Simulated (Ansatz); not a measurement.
**InSb3: from a guess to a relaxed structure**

Where does this trial cell of InSb3 go when cell and atoms are let free?

Method: DFT PBE, scalar-relativistic, plane waves, PAW, in Ansatz 0.2.0.

### 1 The system as given

It takes space group Pm-3m (No. 221, cubic). Conventional cell: a = 4.806 Å, b = 4.806 Å, c = 4.806 Å, α = 90.00°, β = 90.00°, γ = 90.00°. In (site symmetry m-3m) is surrounded by 12 Sb at 3.40 Å. Sb (site symmetry 4/mmm) is surrounded by 4 In at 3.40 Å and 8 Sb at 3.40 Å.

Structure file:

```cif
data_structure
_symmetry_space_group_name_H-M 'Pm-3m'
_symmetry_Int_Tables_number 221
_cell_length_a 4.8064
_cell_length_b 4.8064
_cell_length_c 4.8064
_cell_angle_alpha 90.000
_cell_angle_beta 90.000
_cell_angle_gamma 90.000
_cell_volume 111.03
loop_
_atom_site_label
_atom_site_type_symbol
_atom_site_symmetry_multiplicity
_atom_site_Wyckoff_symbol
_atom_site_fract_x
_atom_site_fract_y
_atom_site_fract_z
_atom_site_occupancy
In1 In 1 a 0.00000 0.00000 0.00000 1
Sb1 Sb 3 c 0.50000 0.00000 0.50000 1
```

The start is a polymorph listed in a database, not an invented cell.

### 2 The guess as it stands, on a coarse mesh

Input file input.yaml:

```yaml
crystal:
  lattice:
    - [4.80636692, 0.0, 0.0]
    - [0.0, 4.80636692, 0.0]
    - [0.0, 0.0, 4.80636692]
  atoms:
    - { symbol: In, position: [0.0, 0.0, 0.0] }
    - { symbol: Sb, position: [0.5, 0.0, 0.5] }
    - { symbol: Sb, position: [0.0, 0.5, 0.5] }
    - { symbol: Sb, position: [0.5, 0.5, 0.0] }
basis:
  ecutwfc: 420
kpoints:
  mp_grid: { grid: [4, 4, 4] }
hamiltonian:
  xc: pbe
scf:
  occupations: { method: gaussian, width: 0.1 }
  lower_state_search: "off"
output:
  forces: true
  stress: true
  eigenvalues: true
```

On the command line:

```console
$ ansatz run input.yaml --threads 1 --pin off --max-ram 2560MiB --backend cpu --events-out ev --progress --plain --runs-dir out
```

Log (excerpt; [...] marks lines left out):

```text
Warning: RAYON_NUM_THREADS=1 ignored (pool sized by the plan → 1); use --threads N
[...]
Pseudopotentials: kind: paw
Pseudopotential: In, paw, valence charge 13, recommended cutoff 420 eV (normal), In.paw.azcp
Pseudopotential: Sb, paw, valence charge 15, recommended cutoff 420 eV (normal), Sb.paw.azcp
Functional definition: PBE
[...]
Crystal: 4 atoms, lattice volume = 111.033 Å³
Basis set: ecut = 420 eV, 2109 PW (Γ), exchange–correlation on 72×72×72 points (8 copies of the dense FFT grid, shifted against one another)
Bands: 35, of which v1, the nominal top of the filled ones, is band 29 counted from 1 (28 counted from 0)
Symmetry: 48 space group operations
Space group: Pm-3m (ITA 221), of the structure as read, at distance tolerance 4.8e-5 Å
k-points: 10 of 64
[...]
SCF iter   1: F=—  HF=-25050.583591 eV  |F-HF|=—  |Δ(HF+E_count)|=         —  Δρ=2.35e-3  dr2=1.58e-2  ethr=1.77e-3  ⟨swp⟩=7.2  Hψ=1440  notcnv=0
[...]
SCF iter   7: F=-25050.575285 eV  HF=-25050.575285 eV  |F-HF|=2.36e-10  |Δ(HF+E_count)|=   3.44e-8  Δρ=7.76e-7  dr2=4.57e-10  ethr=1.72e-10  ⟨swp⟩=8.9  Hψ=1331  notcnv=0
[...]
SCF converged after 7 iterations
Free energy (F): -25050.575285 eV
[...]
E sigma→0 (E₀):  -25050.568416 eV
Entropy (-TS):   -0.013738 eV (-3.435 meV/atom)
Fermi energy:    10.572734 eV
[...]
--- Forces (eV/Å), atoms counted from 1 ---
  atom   1  In    -0.00000000     0.00000000    -0.00000000
  atom   2  Sb     0.00000000    -0.00000000     0.00000000
  atom   3  Sb     0.00000000     0.00000000     0.00000000
  atom   4  Sb     0.00000000    -0.00000000     0.00000000
[...]
--- Stress (GPa, compression-positive) ---
        0.470348      -0.000000       0.000000
       -0.000000       0.470348       0.000000
        0.000000       0.000000       0.470348
  P = ⅓ Tr σ = 0.4703 GPa (4.703 kbar)
--- Band table (eV; the first three rows and the last of 10) ---
[...]
```

Wall time 2.6 s (1 thread of Intel Xeon Platinum 8259CL at 2.50GHz (Skylake/Cascade Lake), shared host); peak memory 0.42 GiB.

From the probe: pressure 0.5 GPa, largest force 0.00 eV/Å, gap on this mesh none (metal). The relaxation goes to the converged mesh at once.

### 3 Final relaxation

Edit input.yaml of step 2 so:

```diff
@@ -13,3 +13,3 @@
 kpoints:
-  mp_grid: { grid: [4, 4, 4] }
+  mp_grid: { grid: [10, 10, 10] }
 hamiltonian:
@@ -18,3 +18,2 @@
   occupations: { method: gaussian, width: 0.1 }
-  lower_state_search: "off"
 output:
@@ -23 +22,6 @@
   eigenvalues: true
+relax:
+  adjacent_minimum: "off"
+  f_tol: 0.01
+  max_steps: 80
+  cell: { stress_tol: 0.05 }
```

On the command line:

```console
$ ansatz run input.yaml --threads 1 --pin off --max-ram 2560MiB --backend cpu --events-out ev --progress --plain --runs-dir out
```

Log (excerpt; [...] marks lines left out):

```text
Warning: RAYON_NUM_THREADS=1 ignored (pool sized by the plan → 1); use --threads N
[...]
Pseudopotentials: kind: paw
Pseudopotential: In, paw, valence charge 13, recommended cutoff 420 eV (normal), In.paw.azcp
Pseudopotential: Sb, paw, valence charge 15, recommended cutoff 420 eV (normal), Sb.paw.azcp
Functional definition: PBE
[...]
Crystal: 4 atoms, lattice volume = 111.033 Å³
Basis set: ecut = 420 eV, 2109 PW (Γ), exchange–correlation on 72×72×72 points (8 copies of the dense FFT grid, shifted against one another)
Bands: 35, of which v1, the nominal top of the filled ones, is band 29 counted from 1 (28 counted from 0)
Symmetry: 48 space group operations
Space group: Pm-3m (ITA 221), of the structure as read, at distance tolerance 4.8e-5 Å
k-points: 56 of 1000
[...]
SCF iter   1: F=—  HF=-25050.585612 eV  |F-HF|=—  |Δ(HF+E_count)|=         —  Δρ=1.22e-3  dr2=3.57e-3  ethr=1.77e-3  ⟨swp⟩=6.8  Hψ=8066  notcnv=0
[...]
  atom   3  Sb     0.00000000    -0.00000000     0.00000000
  atom   4  Sb     0.00000000    -0.00000000    -0.00000000
[...]
--- Stress (GPa, compression-positive) ---
       -0.001423      -0.000000       0.000000
       -0.000000      -0.001423       0.000000
        0.000000       0.000000      -0.001423
  P = ⅓ Tr σ = -0.0014 GPa (-0.014 kbar)
--- Band table (eV; the first three rows and the last of 56) ---
[...]
--- Relaxed structure (3 steps of the walk, 3 accepted, 1 SCFs on fresh bases) ---
  F+E_penalty+E_count = -25050.58244673 eV   max|allowed force component| = 1.808e-29 eV/Å   (the final SCF, on the basis selected at the relaxed cell)
  cell:  # Å, volume = 111.5512 Å³
    - [4.813836793927416, 0.0, -1.2839532962581572e-34]
    - [0.0, 4.813836793927416, 0.0]
    - [0.0, 0.0, 4.813836793927416]
  atoms:
    - { symbol: In, position: [6.156648382657624e-36, -4.695748766539336e-37, -5.934904690976786e-37] }
    - { symbol: Sb, position: [0.5, 1.0434997258801253e-37, 0.5] }
    - { symbol: Sb, position: [-5.217498630814722e-37, 0.5, 0.5] }
    - { symbol: Sb, position: [0.5, 0.5, 3.456592842113284e-37] }
```

Run time: 45 s. Hardware: 1 thread of Intel Xeon Platinum 8259CL at 2.50GHz (Skylake/Cascade Lake), shared host; peak memory 0.55 GiB.

The steps of the relaxation:

```csv
step,energy from step 1 (eV/cell),largest force component (eV/Å),pressure (GPa),volume (Å³)
1,0.0000,0.0000,0.24,111.03
2,-0.0002,0.0000,-0.08,111.72
3,-0.0003,0.0000,0.00,111.55
4,-0.0004,0.0000,0.00,111.55
```

Step 1 is the start. Step 4 repeats the geometry before it on a plane-wave basis chosen anew for that cell, so its energy need not be comparable with the rows above.

|  | before | after | change |
| --- | --- | --- | --- |
| a (Å) | 4.806 | 4.814 | +0.2 % |
| b (Å) | 4.806 | 4.814 | +0.2 % |
| c (Å) | 4.806 | 4.814 | +0.2 % |
| volume (Å³/atom) | 27.76 | 27.89 | +0.5 % |
| shortest distance (Å) | 3.399 | 3.404 | +0.2 % |
| space group (0.01 Å) | Pm-3m | Pm-3m | same |

The run keeps the 48 symmetry operations of the start, so it could not have lowered the symmetry.

### 4 Summary of results

| quantity | value |
| --- | --- |
| symmetry at the end (tolerance 0.05 Å) | space group Pm-3m (No. 221) |
| conventional cell | a = 4.814 Å, b = 4.814 Å, c = 4.814 Å, α = 90.00°, β = 90.00°, γ = 90.00° |
| volume | 27.89 Å³/atom |
| energy over the elements | +0.18 eV/atom |
| gap on the mesh | none (metal) |

The space group Pm-3m (No. 221) is kept, at nearly the size of the first guess. With a positive formation energy it can't be a ground state. No finished test with a distortion of lower symmetry is shown, so the end may be a saddle point. Spin-orbit coupling is left out for Sb.
